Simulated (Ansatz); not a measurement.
**C4H4N2O2: energies up the ladder**

The task, for C4H4N2O2: energies up the ladder.

Method: the levels named in each step, in Ansatz 0.2.0.

## 1. The structure to begin with

Bond lengths: O1–N2 1.249 Å, N2–C3 1.359 Å, C3–C4 1.364 Å, C4–N5 1.359 Å, N5–O6 1.249 Å, N5–C7 1.360 Å, N2–C8 1.360 Å, C7–C8 1.364 Å, C3–H9 1.079 Å, C4–H10 1.079 Å, C7–H11 1.079 Å, C8–H12 1.079 Å. Angles (14 of 18 angles, heavy atoms first): O1–N2–C3 122.0°, O1–N2–C8 121.9°, C3–N2–C8 116.1°, N2–C3–C4 121.9°, C3–C4–N5 121.9°, C4–N5–O6 122.0°, C4–N5–C7 116.1°, O6–N5–C7 121.9°, N5–C7–C8 121.9°, N2–C8–C7 121.9°, N2–C3–H9 116.0°, C4–C3–H9 122.1°, C3–C4–H10 122.1°, N5–C4–H10 116.0°.

As a file:

```xyz
12

O     2.6488    0.0834    0.0019
N     1.4004    0.0442    0.0013
C     0.6452    1.1744    0.0173
C    -0.7179    1.1315    0.0165
N    -1.4004   -0.0441   -0.0013
O    -2.6488   -0.0836   -0.0019
C    -0.6452   -1.1744   -0.0175
C     0.7179   -1.1315   -0.0162
H     1.1894    2.1058    0.0303
H    -1.3196    2.0267    0.0301
H    -1.1894   -2.1058   -0.0321
H     1.3196   -2.0267   -0.0284
```

## 2. A rough first relaxation, PBE-D4/def2-SVP

The input, input.yaml:

```yaml
crystal:
  periodic: [false, false, false]
  atoms:
    - { symbol: O, position_ang: [2.64875, 0.08336, 0.00191] }
    - { symbol: "N", position_ang: [1.40043, 0.04417, 0.00128] }
    - { symbol: C, position_ang: [0.64517, 1.17442, 0.01728] }
    - { symbol: C, position_ang: [-0.71786, 1.13146, 0.01646] }
    - { symbol: "N", position_ang: [-1.40043, -0.04409, -0.00128] }
    - { symbol: O, position_ang: [-2.64875, -0.08358, -0.00191] }
    - { symbol: C, position_ang: [-0.64517, -1.17441, -0.01754] }
    - { symbol: C, position_ang: [0.71786, -1.13147, -0.0162] }
    - { symbol: H, position_ang: [1.18938, 2.1058, 0.03035] }
    - { symbol: H, position_ang: [-1.31965, 2.02671, 0.03013] }
    - { symbol: H, position_ang: [-1.18938, -2.10577, -0.03211] }
    - { symbol: H, position_ang: [1.31965, -2.02673, -0.02837] }
basis:
  gaussian: { orbitals: def2-SVP }
hamiltonian:
  xc: pbe
  dispersion: d4
relax:
  f_tol: 0.03
  max_steps: 200
```

The run is started by

```bash
ansatz run input.yaml --threads 4 --pin off --max-ram 10240MiB --backend cpu --events-out ev --progress --plain --runs-dir out
```

The runs that follow: Relaxation, PBE0-D4/def2-TZVP; Relaxation, PBE0-D4/def2-SVP; Frequencies, PBE0-D4/def2-SVP; Single point, PBE-D4/def2-TZVPP; Single point, r2SCAN-D4/def2-TZVPP; Single point, B3LYP-D4/def2-TZVPP; Single point, wB97M-V/def2-TZVPP; Single point, B2PLYP/def2-TZVPP; Single point, PBE0-D4/def2-TZVPP; Single point, LDA/def2-TZVPP; Single point, PBE0-D4/def2-SVP; Single point, PBE-D4/def2-SVP.

Before running it: what results should come out? Wanted: O1–N2 at PBE0-D4/def2-SVP; N2–C3 at PBE0-D4/def2-SVP; N2–C8 at PBE0-D4/def2-SVP; frequencies at PBE0-D4/def2-SVP; energy at PBE-D4/def2-SVP.

**Answer**, as computed:

| quantity | value |
| --- | --- |
| O1–N2 at PBE0-D4/def2-SVP | 1.249 Å |
| N2–C3 at PBE0-D4/def2-SVP | 1.369 Å |
| N2–C8 at PBE0-D4/def2-SVP | 1.369 Å |
| frequencies at PBE0-D4/def2-SVP | 140 to 3286 cm⁻¹ |
| energy at PBE-D4/def2-SVP | -11262.925 eV |

The O1–N2 distance spreads over 0.009 Å, from PBE0-D4/def2-SVP (shortest) to PBE0-D4/def2-TZVP. No mode is imaginary, so the geometry is a minimum. These totals serve in differences with atoms or fragments at the same level; alone they don't rank the methods.
